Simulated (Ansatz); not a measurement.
Task: a short molecular-dynamics run of NaPt₂, space group Fd-3m, with Ansatz 0.2.0 through its Python package. Give the script and its output. Level of theory: r2SCAN, PAW, the default cutoff (500 eV here), 2×2×2 k-points, Fermi-Dirac smearing of 0.15 eV.

The script reads `napt2.cif`:
```cif
data_NaPt2
_cell_length_a 5.290573
_cell_length_b 5.290573
_cell_length_c 5.290573
_cell_angle_alpha 60.00000
_cell_angle_beta 60.00000
_cell_angle_gamma 60.00000
_symmetry_space_group_name_H-M 'P 1'
_symmetry_Int_Tables_number 1
loop_
_symmetry_equiv_pos_as_xyz
'x, y, z'
loop_
_atom_site_label
_atom_site_type_symbol
_atom_site_fract_x
_atom_site_fract_y
_atom_site_fract_z
Na1 Na    0.750000    0.750000    0.750000
Na2 Na    0.500000    0.500000    0.500000
Pt3 Pt    0.125000    0.125000    0.125000
Pt4 Pt    0.625000    0.125000    0.125000
Pt5 Pt    0.125000    0.125000    0.625000
Pt6 Pt    0.125000    0.625000    0.125000
```

Script `md_napt2.py`:
```python
"""Short molecular dynamics of NaPt2."""

import json

import ansatz as az
from ase.io import read
import numpy as np

atoms = read("napt2.cif")
crystal = az.Crystal.from_ase(atoms)

# a small cell and a short run: a test of the set-up, no statistics
job = crystal.calculation()
job = job.functional("r2scan")
job = job.occupations(az.OccupationsMethod.FERMI_DIRAC, width=150 * az.meV).pseudopotentials("paw")
job = job.scf(tolerance=1e-07)
job = job.kpoints(2, 2, 2).md("nve", timestep=2.0, steps=12, temperature=800, initial_velocities="maxwell_boltzmann", seed=418)
outcome = job.run(threads=1, pin="off", events_out="napt2.ndjson")
with open("napt2.ndjson") as stream:
    events = [json.loads(line) for line in stream]
steps = [e["data"] for e in events if e["event"] == "md_step"]
report = outcome.report

for s in steps[::2]:
    print("%3d %7.1f fs  total %.4f eV  T %6.1f K" % (s["step"], s["time_fs"], s["lagrangian_ev"] + s["e_kin_ev"], s["temperature_k"]))

temperature = np.array([s["temperature_k"] for s in steps])
print(f"mean temperature of the second half {temperature[len(steps) // 2 :].mean():.1f} K")

track = np.array([s["positions_ang"] for s in steps])
names = np.array([site.symbol for site in outcome.lattice.sites])
for name in sorted(set(names)):
    msd = ((track[:, names == name] - track[0, names == name]) ** 2).sum(axis=2).mean(axis=1)
    print(f"mean square displacement of {name} (A^2):", np.round(msd[:: max(len(msd) // 6, 1)], 4))

with open("trajectory.xyz", "w") as handle:
    for s in steps[::5]:
        handle.write(f"{len(s['positions_ang'])}\nt = {s['time_fs']} fs\n")
        for site, xyz in zip(outcome.lattice.sites, s["positions_ang"]):
            handle.write("{} {:.4f} {:.4f} {:.4f}\n".format(site.symbol, *xyz))
```

`python md_napt2.py` gives:
```text
DeckWarning: md: disabling space-group detection — thermal motion breaks the input geometry's symmetry, so no spatial operation reduces the k-mesh or symmetrises the density; time reversal is kept, [...]
DeckWarning: basis.ecutwfc = 500 eV, auto-derived from the records' recommended cutoffs: set by Na (their level for a meta-GGA)
  0     0.0 fs  total -53128.5377 eV  T  800.0 K
  2     4.0 fs  total -53128.5377 eV  T  787.6 K
  4     8.0 fs  total -53128.5376 eV  T  751.0 K
  6    12.0 fs  total -53128.5376 eV  T  692.6 K
  8    16.0 fs  total -53128.5376 eV  T  616.6 K
 10    20.0 fs  total -53128.5375 eV  T  528.6 K
 12    24.0 fs  total -53128.5374 eV  T  435.3 K
mean temperature of the second half 569.4 K
mean square displacement of Na (A^2): [0.     0.0014 0.0056 0.0121 0.0203 0.0296 0.0389]
mean square displacement of Pt (A^2): [0.     0.0001 0.0005 0.001  0.0018 0.0027 0.0038]
```
(Warnings from the package without file and line, shortened.)

`trajectory.xyz`, as written:
```text
6
t = 0.0 fs
Na 7.9359 4.5818 3.2398
Na 5.2906 3.0545 2.1599
Pt 1.3226 0.7636 0.5400
Pt 3.9679 0.7636 0.5400
Pt 2.6453 1.5273 2.6998
Pt 2.6453 3.0545 0.5400
6
t = 10.0 fs
Na 7.9825 4.5882 3.2290
Na 5.1702 3.0496 2.1445
Pt 1.3143 0.7471 0.5749
Pt 3.9835 0.7628 0.5189
Pt 2.6602 1.5420 2.6971
Pt 2.6319 3.0569 0.5320
6
t = 20.0 fs
Na 8.0203 4.5943 3.2201
Na 5.0657 3.0458 2.1314
Pt 1.3074 0.7320 0.6078
Pt 3.9964 0.7628 0.4992
Pt 2.6748 1.5558 2.6943
Pt 2.6190 3.0580 0.5241
```

Notes:
- Total energies depend on the potentials; only differences at equal settings carry meaning. A total without «per atom» is that of the cell as typed.
- For a metal this mesh is far too coarse, so the numbers only illustrate the procedure.
- Spin-orbit coupling, which matters for elements this heavy, is left out.
- The structure is a deposited one; some such entries were measured under pressure or heat, so a shift against it needn't be the functional's error alone.
- A small cell, a coarse mesh and a very short run: it shows the set-up and gives no equilibrium averages.
- Hardware and time: 87 s on 1 thread of Arm Neoverse V2, on a shared host, peak memory 0.79 GiB.
